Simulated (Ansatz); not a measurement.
# C2H5BSe: how energies converge with the basis set

One table from this session's results is given with a row withheld; the runs are named, their logs left out.

Method: one geometry, several basis sets; program: Ansatz 0.2.0, Gaussian basis.

Levels to be run: PBE0-D4/def2-SVP; ωB97M-V/def2-SVP; PBE0-D4/def2-QZVPP; ωB97M-V/def2-QZVPP; the functionals' def2-TZVPP values are taken from earlier runs.

### The geometry

The geometry comes from an earlier relaxation with PBE0-D4 in a triple-zeta def2 set; it is a stationary point, not always the lowest conformer.

SMILES `CBC=[Se]`, 9 atoms, charge 0, spin multiplicity 1.

Atoms are counted from 1 here; the program's logs count them from 0.

Bond lengths: C1–B2 1.566 Å, C1–H5 1.099 Å, C1–H6 1.093 Å, C1–H7 1.091 Å, B2–C3 1.528 Å, B2–H8 1.201 Å, C3–Se4 1.765 Å, C3–H9 1.087 Å. Angles: B2–C1–H5 107.0°, B2–C1–H6 111.7°, B2–C1–H7 114.5°, H5–C1–H6 105.9°, H5–C1–H7 107.9°, H6–C1–H7 109.3°, C1–B2–C3 123.3°, C1–B2–H8 120.1°, C3–B2–H8 116.6°, B2–C3–Se4 101.2°, B2–C3–H9 135.8°, Se4–C3–H9 123.0°.

The first run:

in.yaml reads:

```yaml
crystal:
  periodic: [false, false, false]
  atoms:
    - {symbol: C, position_ang: [-0.113346, 0.296387, -1.187614]}
    - {symbol: B, position_ang: [0.540002, 0.074732, 0.218018]}
    - {symbol: C, position_ang: [-0.127905, -0.722711, 1.337721]}
    - {symbol: Se, position_ang: [-0.978240, 0.555212, 2.208423]}
    - {symbol: H, position_ang: [0.435052, -0.334969, -1.901109]}
    - {symbol: H, position_ang: [0.016312, 1.323616, -1.536511]}
    - {symbol: H, position_ang: [-1.168756, 0.026357, -1.243291]}
    - {symbol: H, position_ang: [1.640515, 0.500251, 0.444166]}
    - {symbol: H, position_ang: [-0.155135, -1.765176, 1.643097]}
basis:
  gaussian: {orbitals: def2-SVP}
hamiltonian: {xc: pbe0, dispersion: d4}
output: {orbitals: {seedname: orbitals}}
```

Started as:

```
$ ansatz run in.yaml --threads 2 --pin off --events-out ev --progress --plain --max-ram 4352MiB
```

Steps of the session up to this table: PBE0-D4 in def2-SVP; ωB97M-V in def2-SVP; PBE0-D4 in def2-QZVPP; ωB97M-V in def2-QZVPP.

One table of the session follows, with a row left open; its other results are not shown here.

It belongs to the step «Density functionals: the series». 

```
functional       basis  HOMO (eV)  LUMO (eV)
   PBE0-D4    def2-SVP      -6.55      -2.64
   PBE0-D4  def2-TZVPP      -6.64      -2.74
   PBE0-D4  def2-QZVPP          ?          ?
   ωB97M-V    def2-SVP      -8.63      -0.48
   ωB97M-V  def2-TZVPP      -8.74      -0.66
   ωB97M-V  def2-QZVPP      -8.75      -0.69
```

**Question.** Estimate the row for PBE0-D4, def2-QZVPP.

The run gave: HOMO (eV): -6.65; LUMO (eV): -2.76. In the column «HOMO (eV)» it lies between ωB97M-V, def2-SVP (-8.63) and PBE0-D4, def2-TZVPP (-6.64).
